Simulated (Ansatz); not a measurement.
A nudged elastic band was laid between two geometries of a periodic cell of 15 atoms, MoW₁₄ (host W, host structure bcc, dopant Mo, one W atom removed).

All numbers below come from DFT PBEsol, scalar-relativistic, plane waves, PAW in Ansatz. Settings: PAW set soft_1, cutoff 420 eV, k mesh 3x3x3, gaussian smearing 0.1 eV, no spin polarisation.

| Item | Value |
| --- | --- |
| movable images | 7 |
| climbing image | yes |
| spring | 5.0 eV/Å² |
| optimiser | quadratic models (default) |
| start path | straight line |
| force threshold | 0.05 eV/Å |
| iteration limit | 26 |
| end points | relaxed |

Image 0:

```xyz
15
Lattice="6.3200 0.0000 0.0000 0.0000 6.3200 0.0000 0.0000 0.0000 6.3200" Properties=species:S:1:pos:R:3
Mo -0.012 0.008 -0.015
W 3.170 0.005 -0.011
W -0.009 3.146 -0.011
W -0.009 0.005 3.168
W 1.580 1.575 1.578
W 3.176 3.140 -0.015
W 3.176 0.009 3.174
W 4.743 1.573 1.578
W -0.012 3.140 3.174
W 1.579 4.738 1.576
W 1.581 1.573 4.741
W 3.171 3.145 3.168
W 4.741 4.736 1.578
W 1.580 4.736 4.738
W 4.743 4.735 4.741
```

Image 8:

Only the atoms that move by more than 0.05 Å are listed.
```
Mo1 -1.568 1.568 -1.568
```

**Question.** What changes between the two ends?

**Answer.** Contacts lost: Mo1–W5, Mo1–W10, Mo1–W13, Mo1–W14. Contacts made: Mo1–W6, Mo1–W7, Mo1–W9, Mo1–W12. The atom that moves furthest is Mo1, by 2.70 Å; four of its nearest neighbours are W15 2.73, W11 2.73, W8 2.73, W13 2.74 Å at the first end and W2 2.73, W3 2.73, W4 2.73, W6 2.74 Å at the last.

**Question.** What energy profile does the band end with?

**Answer.** The run converged. The highest image is number 3 of 0 to 8, 1.35 eV above the ends, which have the same energy within 2 meV. The profile has 2 maxima (images 3, 5) with wells between them (image 4): this band takes more than one step, which may be the mechanism or a detour left from its start path. By the program's own check the climbing image is a first-order saddle point (lowest curvatures found: -4.62 and 7.78 eV/Å²). Limits of this set-up: coarse k mesh, PAW files made for another functional, a small cell, in which the defect meets its images.

```json
{"image": "0", "path coordinate (Å)": "0.00", "energy (eV)": "0.00", "Mo1–W5 (Å)": "2.74", "Mo1–W10 (Å)": "2.76", "Mo1–W13 (Å)": "2.74"}
{"image": "1", "path coordinate (Å)": "0.34", "energy (eV)": "0.31", "Mo1–W5 (Å)": "2.86", "Mo1–W10 (Å)": "3.06", "Mo1–W13 (Å)": "2.86"}
{"image": "2", "path coordinate (Å)": "0.67", "energy (eV)": "0.98", "Mo1–W5 (Å)": "3.02", "Mo1–W10 (Å)": "3.39", "Mo1–W13 (Å)": "3.02"}
{"image": "3", "path coordinate (Å)": "1.00", "energy (eV)": "1.35", "Mo1–W5 (Å)": "3.22", "Mo1–W10 (Å)": "3.72", "Mo1–W13 (Å)": "3.22"}
{"image": "4", "path coordinate (Å)": "1.34", "energy (eV)": "1.29", "Mo1–W5 (Å)": "3.41", "Mo1–W10 (Å)": "4.10", "Mo1–W13 (Å)": "3.41"}
{"image": "5", "path coordinate (Å)": "1.68", "energy (eV)": "1.35", "Mo1–W5 (Å)": "3.63", "Mo1–W10 (Å)": "4.45", "Mo1–W13 (Å)": "3.63"}
{"image": "6", "path coordinate (Å)": "2.01", "energy (eV)": "0.97", "Mo1–W5 (Å)": "3.90", "Mo1–W10 (Å)": "4.75", "Mo1–W13 (Å)": "3.90"}
{"image": "7", "path coordinate (Å)": "2.35", "energy (eV)": "0.30", "Mo1–W5 (Å)": "4.17", "Mo1–W10 (Å)": "5.08", "Mo1–W13 (Å)": "4.17"}
{"image": "8", "path coordinate (Å)": "2.68", "energy (eV)": "0.00", "Mo1–W5 (Å)": "4.43", "Mo1–W10 (Å)": "5.43", "Mo1–W13 (Å)": "4.43"}
```

**Question.** What is the geometry of the highest image?

**Answer.** 
```xyz
15
Lattice="6.3200 0.0000 0.0000 0.0000 6.3200 0.0000 0.0000 0.0000 6.3200" Properties=species:S:1:pos:R:3:forces:R:3
Mo -0.594 0.591 -0.595 0.00 0.00 0.00
W 3.134 -0.023 0.020 0.00 -0.01 0.01
W 0.021 3.183 0.020 0.01 0.00 0.01
W 0.021 -0.023 3.133 0.01 -0.01 0.00
W 1.570 1.583 1.568 -0.01 0.01 -0.01
W 3.191 3.126 -0.014 0.01 -0.01 0.03
W 3.191 0.010 3.190 0.01 -0.03 0.01
W 4.709 1.608 1.639 -0.01 0.01 -0.01
W -0.012 3.126 3.190 0.03 -0.01 0.01
W 1.555 4.763 1.553 -0.02 0.02 -0.02
W 1.640 1.608 4.708 -0.01 0.01 -0.01
W 3.158 3.159 3.157 0.01 -0.01 0.01
W 4.735 4.748 1.568 -0.01 0.01 -0.01
W 1.570 4.748 4.733 -0.01 0.01 -0.01
W 4.709 4.677 4.708 -0.01 0.01 -0.01
```

The run took 18 min on 4 threads of Arm Neoverse V1 (shared host), peak memory 3.2 GiB.
